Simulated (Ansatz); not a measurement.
**Cl2H4NSn with multiplicity 2: a relaxation**

Wanted: the relaxed geometry, from a rough start. Meant to form: Cl2–N6; to break: Sn1–Cl2. The start is a guess near the saddle point, from which both ends are pulled out.

Program: Ansatz 0.2.0. Level of theory: UKS revPBE-D4/def2-SVP. These are calculated values, not measurements.

**1. The system as given**

Bond lengths: Sn1–Cl2 2.660 Å, Sn1–H3 1.740 Å, Sn1–H4 1.739 Å, Sn1–Cl5 2.408 Å, Cl2–N6 2.030 Å, N6–H7 1.060 Å, N6–H8 1.060 Å. Angles: Sn1–Cl2–N6 180.0°, Cl2–Sn1–H3 109.4°, Cl2–Sn1–H4 109.5°, Cl2–Sn1–Cl5 109.5°, H3–Sn1–H4 109.5°, H3–Sn1–Cl5 109.5°, H4–Sn1–Cl5 109.5°, Cl2–N6–H7 120.0°, Cl2–N6–H8 120.0°, H7–N6–H8 120.0°.

Coordinates:

```xyz
8

Sn    0.0000    0.0000    0.0000
Cl    0.0000    0.0000    2.6600
H     1.6408    0.0000   -0.5794
H    -0.8195    1.4198   -0.5794
Cl   -1.1351   -1.9666   -0.8025
N     0.0000    0.0000    4.6900
H    -0.4960   -0.7725    5.2200
H     0.4960    0.7725    5.2200
```

**2. Pulling towards end A**

Springs on the bonds that form and break draw the guess towards this end; the thresholds are loose.

input.yaml reads:

```yaml
crystal:
  periodic: [false, false, false]
  atoms:
    - { symbol: Sn, position_ang: [0.0, 0.0, 0.0] }
    - { symbol: Cl, position_ang: [0.0, 0.0, 2.66] }
    - { symbol: H, position_ang: [1.6408, 0.0, -0.5794] }
    - { symbol: H, position_ang: [-0.8195, 1.4198, -0.5794] }
    - { symbol: Cl, position_ang: [-1.1351, -1.9666, -0.8025] }
    - { symbol: "N", position_ang: [0.0, 0.0, 4.69] }
    - { symbol: H, position_ang: [-0.496, -0.7725, 5.22] }
    - { symbol: H, position_ang: [0.496, 0.7725, 5.22] }
magnetization:
  spin_polarized: true
  initial_magnetization: 1
basis:
  gaussian: { orbitals: def2-SVP }
hamiltonian:
  xc: revpbe
  dispersion: d4
relax:
  f_tol: 0.15
  max_steps: 25
  restrain:
    - { distance: [1, 5], at: 2.93, k: 30.0 }
    - { distance: [0, 1], at: 2.41, k: 30.0 }
output:
  orbitals: {}
```

Run with:

```
ansatz run input.yaml --threads 4 --pin off --max-ram 5120MiB --backend cpu --events-out ev --progress --plain --runs-dir out
```

What it wrote (excerpt; [...] marks lines left out):

```text
Warning: RAYON_NUM_THREADS=4 ignored (pool sized by the plan → 4); use --threads N
[...]
Functional definition: revPBE
[...]
1085 factors; their error is unknown
[...]
mean field -32417.16314943 eV, -1191.3087725990 hartree, gradient 1.3e-5 eV, S^2 0.753305; 4 other end points of the search recorded, 0 dependent functions left out
[...]
reference -32417.16320736 eV, -1191.3087747282 hartree; 34, 33 occupied and 62, 63 virtual orbitals, 1085 factors
relax step   1: F+E_penalty+E_count = -32417.57615804 eV  Δ(F+E_penalty+E_count) = +0.000e0 eV  max|allowed force component| = 2.517e0 eV/Å  E_restraint = 13.08750000 eV  max|allowed force component, restraints' pulls added| = 3.702e1 eV/Å  Δτ_max = 0.0000 Å  (175 SCF iters, accepted)
[...]
relax step   3: F+E_penalty+E_count = -32418.17623174 eV  Δ(F+E_penalty+E_count) = +4.001e-3 eV  max|allowed force component| = 3.308e0 eV/Å  E_restraint = 0.99741763 eV  max|allowed force component, restraints' pulls added| = 4.344e0 eV/Å  Δτ_max = 0.1947 Å  (40 SCF iters, accepted)
[...]
relax step   5: F+E_penalty+E_count = -32418.84630131 eV  Δ(F+E_penalty+E_count) = -3.952e-1 eV  max|allowed force component| = 1.185e0 eV/Å  E_restraint = 0.01051528 eV  max|allowed force component, restraints' pulls added| = 1.185e0 eV/Å  Δτ_max = 0.1918 Å  (34 SCF iters, accepted)
[...]
relax step  11: F+E_penalty+E_count = -32419.03387226 eV  Δ(F+E_penalty+E_count) = -9.048e-3 eV  max|allowed force component| = 3.424e-1 eV/Å  E_restraint = 0.00151250 eV  max|allowed force component, restraints' pulls added| = 2.084e-2 eV/Å  Δτ_max = 0.0935 Å  (33 SCF iters, accepted)
  distance Cl 1 - N 5 = 2.9323 Å
  distance Sn 0 - Cl 1 = 2.4002 Å
1085 factors; their error is unknown
mean field -32418.64048901 eV, -1191.3630638274 hartree, gradient 9.0e-6 eV, S^2 0.752652; 1 other end points of the search recorded, 0 dependent functions left out
[...]
reference -32418.64054435 eV, -1191.3630658610 hartree; 34, 33 occupied and 62, 63 virtual orbitals, 1085 factors
Total energy: -32419.03392759 eV, -1191.3775224286 hartree
Atom 0 at     0.014272     0.045391    -0.082079 Å, force    -0.005993     0.011790     0.271293 eV/Å
Atom 1 at    -0.165170     0.105606     2.310679 Å, force     0.004889     0.003691    -0.342359 eV/Å
Atom 2 at     1.688419    -0.072520    -0.472986 Å, force    -0.003447    -0.001529    -0.000832 eV/Å
Atom 3 at    -0.889269     1.371994    -0.706870 Å, force     0.001291    -0.004450     0.010161 eV/Å
Atom 4 at    -1.039350    -1.951341    -0.806164 Å, force     0.000569    -0.007927     0.000396 eV/Å
Atom 5 at    -0.318397     0.271024     5.234324 Å, force    -0.000376     0.004298     0.069770 eV/Å
Atom 6 at    -0.314274    -0.774389     5.178688 Å, force    -0.003707    -0.003306    -0.004447 eV/Å
Atom 7 at     0.709969     0.457435     5.173108 Å, force     0.006774    -0.002567    -0.003982 eV/Å
Dipole moment:     0.510362     0.141900    -0.390586 e Å
```

Run time: 22 s. Hardware: 4 threads of Arm Neoverse V1, shared host; peak memory 0.22 GiB.

Step by step:

```tsv
step	energy from step 1 (eV)	largest force component (eV/Å)
1	0.0000	2.5171
2	-0.6041	1.6184
3	-0.6001	3.3078
4	-0.8750	2.8383
5	-1.2701	1.1851
6	-1.4073	0.4222
7x	-1.3055	2.3240
8	-1.4348	0.3722
9	-1.4407	0.4958
10	-1.4487	0.4566
11	-1.4577	0.3424
```

Step 1 is the start. 1 step was tried and not accepted (marked x). Energies and forces in the table leave out the springs, which the log lists apart; the run stops on the force with the springs' pull added.

After: Bond lengths: Sn1–Cl2 2.400 Å, Sn1–H3 1.723 Å, Sn1–H4 1.722 Å, Sn1–Cl5 2.371 Å, N6–H7 1.047 Å, N6–H8 1.047 Å. Angles: Cl2–Sn1–H3 107.5°, Cl2–Sn1–H4 107.6°, Cl2–Sn1–Cl5 107.0°, H3–Sn1–H4 118.7°, H3–Sn1–Cl5 107.7°, H4–Sn1–Cl5 107.7°, H7–N6–H8 99.8°.

Pairs that crossed the distance rule for bonds on the way: moved apart Cl2–N6.

**3. End point A**

It starts where the restrained run ended.

input.yaml reads:

```yaml
crystal:
  periodic: [false, false, false]
  atoms:
    - { symbol: Sn, position_ang: [0.014272, 0.045391, -0.082079] }
    - { symbol: Cl, position_ang: [-0.16517, 0.105606, 2.310679] }
    - { symbol: H, position_ang: [1.688419, -0.07252, -0.472986] }
    - { symbol: H, position_ang: [-0.889269, 1.371994, -0.70687] }
    - { symbol: Cl, position_ang: [-1.03935, -1.951341, -0.806164] }
    - { symbol: "N", position_ang: [-0.318397, 0.271024, 5.234324] }
    - { symbol: H, position_ang: [-0.314274, -0.774389, 5.178688] }
    - { symbol: H, position_ang: [0.709969, 0.457435, 5.173108] }
magnetization:
  spin_polarized: true
  initial_magnetization: 1
basis:
  gaussian: { orbitals: def2-SVP }
hamiltonian:
  xc: revpbe
  dispersion: d4
relax:
  f_tol: 0.03
  max_steps: 50
```

Run with:

```
ansatz run input.yaml --threads 4 --pin off --max-ram 5120MiB --backend cpu --events-out ev --progress --plain --runs-dir out
```

What it wrote (excerpt; [...] marks lines left out):

```text
Warning: RAYON_NUM_THREADS=4 ignored (pool sized by the plan → 4); use --threads N
[...]
[... 1 set-up line as earlier in the session ...]
[...]
1085 factors; their error is unknown
[...]
mean field -32418.64046616 eV, -1191.3630629875 hartree, gradient 1.4e-5 eV, S^2 0.752652; 0 other end points of the search recorded, 0 dependent functions left out
[...]
reference -32418.64052158 eV, -1191.3630650245 hartree; 34, 33 occupied and 62, 63 virtual orbitals, 1085 factors
relax step   1: F+E_penalty+E_count = -32419.03384941 eV  Δ(F+E_penalty+E_count) = +0.000e0 eV  max|allowed force component| = 3.423e-1 eV/Å  Δτ_max = 0.0000 Å  (47 SCF iters, accepted)
[...]
relax step   5: F+E_penalty+E_count = -32419.04741872 eV  Δ(F+E_penalty+E_count) = -1.917e-4 eV  max|allowed force component| = 4.839e-2 eV/Å  Δτ_max = 0.0474 Å  (32 SCF iters, accepted)
[...]
reference -32418.68337582 eV, -1191.3646398886 hartree; 34, 33 occupied and 62, 63 virtual orbitals, 1085 factors
Total energy: -32419.05074490 eV, -1191.3781404531 hartree
Atom 0 at     0.013393     0.068972    -0.127642 Å, force     0.004493     0.005861    -0.013256 eV/Å
Atom 1 at    -0.248670     0.320733     2.224730 Å, force    -0.001952     0.000675     0.000774 eV/Å
Atom 2 at     1.701950    -0.024088    -0.450140 Å, force    -0.001983     0.001616     0.005391 eV/Å
Atom 3 at    -0.915580     1.308345    -0.878446 Å, force     0.001054    -0.000414     0.002452 eV/Å
Atom 4 at    -0.951353    -2.016314    -0.705695 Å, force    -0.002348    -0.005649     0.005285 eV/Å
Atom 5 at    -0.040905     0.067742     5.679085 Å, force    -0.020391    -0.023685    -0.009663 eV/Å
Atom 6 at    -0.590927    -0.595151     5.081962 Å, force     0.017809     0.022882     0.015575 eV/Å
Atom 7 at     0.718291     0.322963     5.004847 Å, force     0.003317    -0.001287    -0.006557 eV/Å
Dipole moment:     0.293280     0.233243    -0.791061 e Å
```

Run time: 30 s. Hardware: 4 threads of Arm Neoverse V1, shared host; peak memory 0.17 GiB.

The steps of the relaxation:

```tsv
step	energy from step 1 (eV)	largest force component (eV/Å)
1	0.0000	0.3423
2	-0.0015	0.5504
3	-0.0094	0.3248
4	-0.0134	0.0867
5	-0.0136	0.0484
6	-0.0142	0.0385
7	-0.0144	0.0468
8	-0.0145	0.0826
9	-0.0148	0.0488
10	-0.0152	0.0080
11x	0.0538	1.5087
12	-0.0153	0.1020
13x	-0.0148	0.1435
14	-0.0158	0.0250
15	-0.0161	0.0617
16x	-0.0160	0.1537
17	-0.0164	0.0199
18	-0.0168	0.0237
```

Step 1 is the start. 3 steps were tried and not accepted (marked x).

After: Bond lengths: Sn1–Cl2 2.380 Å, Sn1–H3 1.722 Å, Sn1–H4 1.721 Å, Sn1–Cl5 2.369 Å, N6–H7 1.048 Å, N6–H8 1.047 Å. Angles: Cl2–Sn1–H3 107.4°, Cl2–Sn1–H4 107.2°, Cl2–Sn1–Cl5 106.8°, H3–Sn1–H4 119.1°, H3–Sn1–Cl5 107.8°, H4–Sn1–Cl5 107.9°, H7–N6–H8 99.7°.

**4. What came out**

```
quantity                     value
   end A  14 moves, 0.017 eV lower
```

In words: The relaxation gains 0.02 eV in 14 moves, with N6 moving most (0.56 Å); the start's largest force component was 0.3 eV/Å.
